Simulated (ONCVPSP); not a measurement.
**Ta: generating and testing an ONCV potential**

Do these settings give a usable potential? It is generated, then checked for transferability, scattering, ghosts and hardness.

Method: ONCVPSP 4.0.1, revPBE, scalar-relativistic.

## Step 1: The atom and the settings

Typed settings, in words:

```
element                 : tantalum (Ta, Z = 73)
type                    : optimised norm-conserving Vanderbilt (ONCV)
frozen core             : [Xe] 4f14
valence charge          : 5
reference configuration : 5d3 6s2
partial waves           : 6s: rc 2.70 bohr, ncon 5, nbas 8, qcut 2.3 1/bohr, local; p scattering state at 0.15 Ha: rc 2.70 bohr, ncon 4, nbas 7, qcut 3.6 1/bohr, 2 projectors, debl 3.1 Ha; 5d: rc 3.05 bohr, ncon 3, nbas 7, qcut 4.4 1/bohr, 2 projectors, debl 1.2 Ha
local potential         : the s channel
core correction         : Teter function, fcfact 2.5, rcfact 1.75
```

The outer shells as boxes (Hund's rule for the drawing; the calculation is spin-unpolarised):

```
[Xe] core
4f [↑↓][↑↓][↑↓][↑↓][↑↓][↑↓][↑↓]
5d [↑ ][↑ ][↑ ][  ][  ]
6s [↑↓]
```

The nodes and maxima of the atom's own shells, from an earlier all-electron run, set the scale for the radii.

All-electron outer shells of the reference configuration (revPBE, scalar-relativistic, ld1.x):

```json
{"shell": "4f", "level (eV)": "-24.67", "outermost node (bohr)": "–", "outermost maximum (bohr)": "0.44"}
{"shell": "6s", "level (eV)": "-5.39", "outermost node (bohr)": "1.32", "outermost maximum (bohr)": "2.78"}
{"shell": "5d", "level (eV)": "-3.54", "outermost node (bohr)": "0.65", "outermost maximum (bohr)": "1.58"}
{"shell": "6p", "level (eV)": "-1.37", "outermost node (bohr)": "1.60", "outermost maximum (bohr)": "3.85"}
```

## Step 2: Generating the potential

Contents of Ta.dat:

```
# ATOM AND REFERENCE CONFIGURATION
# atsym  z   nc   nv     iexc    psfile
  Ta 73.00   12    2  -102130      upf
#
#   n    l    f
    1    0    2.00
    2    0    2.00
    2    1    6.00
    3    0    2.00
    3    1    6.00
    3    2   10.00
    4    0    2.00
    4    1    6.00
    4    2   10.00
    4    3   14.00
    5    0    2.00
    5    1    6.00
    5    2    3.00
    6    0    2.00
#
# PSEUDOPOTENTIAL AND OPTIMIZATION
# lmax
    2
#
#   l,   rc,      ep,       ncon, nbas, qcut
    0    2.70    0.00    5    8    2.30
    1    2.70    0.15    4    7    3.60
    2    3.05    0.00    3    7    4.40
#
# LOCAL POTENTIAL
# lloc, lpopt,  rc(5),   dvloc0
    0    5    2.70    0.00
#
# VANDERBILT-KLEINMAN-BYLANDER PROJECTORs
# l, nproj, debl
    0    0    0.30
    1    2    3.10
    2    2    1.20
#
# MODEL CORE CHARGE
# icmod, fcfact, rcfact
    3    2.50    1.75
#
# LOG DERIVATIVE ANALYSIS
# epsh1, epsh2, depsh
   -2.00    5.00    0.02
#
# OUTPUT GRID
# rlmax, drl
    6.00    0.01
#
# TEST CONFIGURATIONS
# ncnf
    4
# nvcnf
#   n    l    f
    2
    5    2    3.00
    6    0    1.00
#
    2
    5    2    3.00
    6    0    0.00
#
    2
    5    2    2.00
    6    0    0.00
#
    2
    5    2    4.00
    6    0    0.00
#
```

On the command line:

```bash
$ oncvpsp.x < Ta.dat > Ta.out
```

Q: Predict the outcome of this session. Wanted: cutoffs for 1 and 0.1 mHa per electron, occupied waves; bound ghosts; GHOST(+) flags; largest test error; largest phase difference near zero energy, channels read; rms error of d²Exc/dn², without and with the model core; projector energies reset by the program.

The runs gave:

| quantity | value |
| --- | --- |
| cutoffs for 1 and 0.1 mHa per electron, occupied waves | 7.5 Ha and 8.8 Ha |
| bound ghosts | none found |
| GHOST(+) flags | none at low energy |
| largest test error (AE − PS) | -849 meV, for 5d2 6s0 |
| largest phase difference near zero energy, channels read | 0.037 rad |
| rms error of d²Exc/dn², without and with the model core | 8.04 and 3.54 mHa |
| projector energies reset by the program | p: 0.050, 3.150 Ha |

**Reading.** The worst unpolarised test, 5d2 6s0, is off by 849 meV on 46.7 eV; by total energies transferability rates as poor. That test lies far up in energy; among those under 40 eV, nearer to bonding, the largest error is 463 meV. By its cutoff, 7.5 Ha for the looser tolerance, it is soft on the atom at that tolerance. At the looser tolerance the 5d wave is the slowest; 6s needs 3 Ha. The program's ghost test flags no bound state. Of the channels read, p scatters worst near zero energy, by up to 0.04 rad. These are tests on the free atom; a crystal test is still owed.
